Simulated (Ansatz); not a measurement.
# Ca8CO: the cost of one run

Method: DFT PBE, scalar-relativistic, plane waves, PAW, in Ansatz 0.2.0.

10 further runs of the same task are left out: 10 set aside as unsound or not needed.

## Step 1: Starting point

Symmetry: Fm-3m, No. 225, cubic system. The conventional cell has a = 5.588 Å, b = 5.588 Å, c = 5.588 Å, α = 90.00°, β = 90.00°, γ = 90.00°. Ca (site symmetry m-3m) is surrounded by 12 Ca at 3.95 Å.

As a file:

```cif
data_structure
_symmetry_space_group_name_H-M 'Fm-3m'
_symmetry_Int_Tables_number 225
_cell_length_a 5.5884
_cell_length_b 5.5884
_cell_length_c 5.5884
_cell_angle_alpha 90.000
_cell_angle_beta 90.000
_cell_angle_gamma 90.000
_cell_volume 174.53
loop_
_atom_site_label
_atom_site_type_symbol
_atom_site_symmetry_multiplicity
_atom_site_Wyckoff_symbol
_atom_site_fract_x
_atom_site_fract_y
_atom_site_fract_z
_atom_site_occupancy
Ca1 Ca 4 a 0.00000 0.00000 0.00000 1
```

Source of the structure: the Crystallography Open Database.

## Step 6: Plan of the scan

Atoms count from 1 in the order of the input.

CO stands on one site of a rigid substrate while its tilt and height are varied at a fixed bond length.

- tilt of the C9-O10 axis from the surface normal: 7 values from 0 to 90 °
- height of C9 above the plane of Ca5: 6 values from 2.22 to 3.77 Å

Nothing else is relaxed. Points are written as (first, second).

(The set-up runs are not shown.)

## Step 7: The run at (0°, 3.27 Å)

Input file input.yaml:

```yaml
crystal:
  lattice:
    - [7.8132359333, 0.0, 0.0]
    - [0.0, 7.8132359333, 0.0]
    - [0.0, 0.0, 20.609393358]
  atoms:
    - { symbol: Ca, position: [0.25, 0.25, 0.1940862562] }
    - { symbol: Ca, position: [0.25, 0.75, 0.1940862562] }
    - { symbol: Ca, position: [0.75, 0.25, 0.1940862562] }
    - { symbol: Ca, position: [0.75, 0.75, 0.1940862562] }
    - { symbol: Ca, position: [0.0, 0.0, 0.3206981032] }
    - { symbol: Ca, position: [0.0, 0.5, 0.3206981032] }
    - { symbol: Ca, position: [0.5, 0.0, 0.3206981032] }
    - { symbol: Ca, position: [0.5, 0.5, 0.3206981032] }
    - { symbol: C, position: [0.0, 0.0, 0.4793636177] }
    - { symbol: O, position: [0.0, 0.0, 0.535648632] }
basis:
  ecutwfc: 420
kpoints:
  mp_grid: { grid: [4, 4, 1] }
hamiltonian:
  xc: pbe
scf:
  occupations: { method: gaussian, width: 0.1 }
output:
  forces: true
  eigenvalues: true
  write_density: true
  write_potential: true
  elf: true
  volumetric_format: npy
efield:
  axis: 3
  dipole_correction: true
  ramp_width: 0.04
```

Started as:

```bash
$ ansatz run input.yaml --threads 4 --pin off --max-ram 12288MiB --backend cpu --events-out ev --progress --plain --runs-dir out
```

**Question.** How long does this run take on 4 threads of Arm Neoverse V1, shared host, and how much memory does it need?

About 14 s, with a peak of 1.7 GiB.
